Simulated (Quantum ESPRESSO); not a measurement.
A run of Quantum ESPRESSO 7.5:

pw.in

```
&CONTROL
  calculation = 'scf'
  prefix = 'pwscf'
  outdir = './tmp'
  pseudo_dir = './pseudo'
  tprnfor = .true.
  disk_io = 'low'
/
&SYSTEM
  ibrav = 0
  nat = 3
  ntyp = 2
  ecutwfc = 45
  ecutrho = 360
  nbnd = 27
  occupations = 'smearing'
  smearing = 'gaussian'
  degauss = 0.00367493
  nspin = 2
  starting_magnetization(1) = 0.0526
  starting_magnetization(2) = 0
  nosym = .true.
/
&ELECTRONS
  conv_thr = 1.2d-07
  electron_maxstep = 120
  mixing_beta = 0.3
  mixing_ndim = 12
  startingpot = 'file'
/
ATOMIC_SPECIES
Cu    63.5460 cu_pbe_v1.2.uspp.F.UPF
I    126.9045 i_pbe_v1.uspp.F.UPF
CELL_PARAMETERS angstrom
   0.0000000000    3.5112550600    3.5112550600
   3.5112550600    0.0000000000    3.5112550600
   3.5112550600    3.5112550600    0.0000000000
ATOMIC_POSITIONS crystal
Cu     0.0000000000    0.0000000000    0.0000000000
I      0.2500000000    0.2500000000    0.2500000000
I      0.7500000000    0.7500000000    0.7500000000
K_POINTS automatic
2 2 2 0 0 0
HUBBARD {ortho-atomic}
U Cu-3d 5.0
```

The input pp_density.in:

```
&INPUTPP
  prefix = 'pwscf'
  outdir = './tmp'
  filplot = 'density.dat'
  plot_num = 0
/
&PLOT
  nfile = 1
  filepp(1) = 'density.dat'
  iflag = 3
  output_format = 6
  fileout = 'density.cube'
/
```

pp_potential.in

```
&INPUTPP
  prefix = 'pwscf'
  outdir = './tmp'
  filplot = 'potential.dat'
  plot_num = 11
/
&PLOT
  nfile = 1
  filepp(1) = 'potential.dat'
  iflag = 3
  output_format = 6
  fileout = 'potential.cube'
/
```

pp_spin.in

```
&INPUTPP
  prefix = 'pwscf'
  outdir = './tmp'
  filplot = 'spin.dat'
  plot_num = 6
/
&PLOT
  nfile = 1
  filepp(1) = 'spin.dat'
  iflag = 3
  output_format = 6
  fileout = 'spin.cube'
/
```

start.in

```
&CONTROL
  calculation = 'scf'
  prefix = 'pwscf'
  outdir = './tmp'
  pseudo_dir = './pseudo'
  disk_io = 'nowf'
/
&SYSTEM
  ibrav = 0
  nat = 3
  ntyp = 2
  ecutwfc = 45
  ecutrho = 360
  nbnd = 27
  occupations = 'smearing'
  smearing = 'gaussian'
  degauss = 0.00367493
  nspin = 2
  starting_magnetization(1) = 0.0526
  starting_magnetization(2) = 0
  nosym = .true.
/
&ELECTRONS
  conv_thr = 1.2d-07
  electron_maxstep = 1
  mixing_beta = 0.3
  mixing_ndim = 12
  scf_must_converge = .false.
/
ATOMIC_SPECIES
Cu    63.5460 cu_pbe_v1.2.uspp.F.UPF
I    126.9045 i_pbe_v1.uspp.F.UPF
CELL_PARAMETERS angstrom
   0.0000000000    3.5112550600    3.5112550600
   3.5112550600    0.0000000000    3.5112550600
   3.5112550600    3.5112550600    0.0000000000
ATOMIC_POSITIONS crystal
Cu     0.0000000000    0.0000000000    0.0000000000
I      0.2500000000    0.2500000000    0.2500000000
I      0.7500000000    0.7500000000    0.7500000000
K_POINTS automatic
2 2 2 0 0 0
HUBBARD {ortho-atomic}
U Cu-3d 5.0
```

Contents of occup.txt:

```
 1.0000  0.0000  0.0000  0.0000  0.0000
 0.0000  1.0000  0.0000  0.0000  0.0000
 0.0000  0.0000  1.0000  0.0000  0.0000
 0.0000  0.0000  0.0000  1.0000  0.0000
 0.0000  0.0000  0.0000  0.0000  1.0000
 1.0000  0.0000  0.0000  0.0000  0.0000
 0.0000  1.0000  0.0000  0.0000  0.0000
 0.0000  0.0000  1.0000  0.0000  0.0000
 0.0000  0.0000  0.0000  1.0000  0.0000
 0.0000  0.0000  0.0000  0.0000  0.0000
 0.0000  0.0000  0.0000  0.0000  0.0000
 0.0000  0.0000  0.0000  0.0000  0.0000
 0.0000  0.0000  0.0000  0.0000  0.0000
 0.0000  0.0000  0.0000  0.0000  0.0000
 0.0000  0.0000  0.0000  0.0000  0.0000
 0.0000  0.0000  0.0000  0.0000  0.0000
 0.0000  0.0000  0.0000  0.0000  0.0000
 0.0000  0.0000  0.0000  0.0000  0.0000
 0.0000  0.0000  0.0000  0.0000  0.0000
 0.0000  0.0000  0.0000  0.0000  0.0000
 0.0000  0.0000  0.0000  0.0000  0.0000
 0.0000  0.0000  0.0000  0.0000  0.0000
 0.0000  0.0000  0.0000  0.0000  0.0000
 0.0000  0.0000  0.0000  0.0000  0.0000
 0.0000  0.0000  0.0000  0.0000  0.0000
 0.0000  0.0000  0.0000  0.0000  0.0000
 0.0000  0.0000  0.0000  0.0000  0.0000
 0.0000  0.0000  0.0000  0.0000  0.0000
 0.0000  0.0000  0.0000  0.0000  0.0000
 0.0000  0.0000  0.0000  0.0000  0.0000
```

Potentials or basis: GBRV 1.5 PBE.

Run with:

```sh
$ OMP_NUM_THREADS=1 pw.x -in start.in > start.out
$ cp occup.txt tmp/pwscf.save/occup.txt
$ OMP_NUM_THREADS=1 pw.x -in pw.in > pw.out
$ OMP_NUM_THREADS=1 pp.x -in pp_density.in > pp_density.out
$ OMP_NUM_THREADS=1 pp.x -in pp_potential.in > pp_potential.out
$ OMP_NUM_THREADS=1 pp.x -in pp_spin.in > pp_spin.out
```

Hardware: 1 thread of Arm Neoverse V1, on a shared host.

**Question.** Estimate the wall time of this run.

**Answer.** It took 88 s on 1 thread of Arm Neoverse V1, on a shared host, peak memory 0.29 GiB. Counts: scf iterations 17, bands 27, k points 8, g dense 67337.
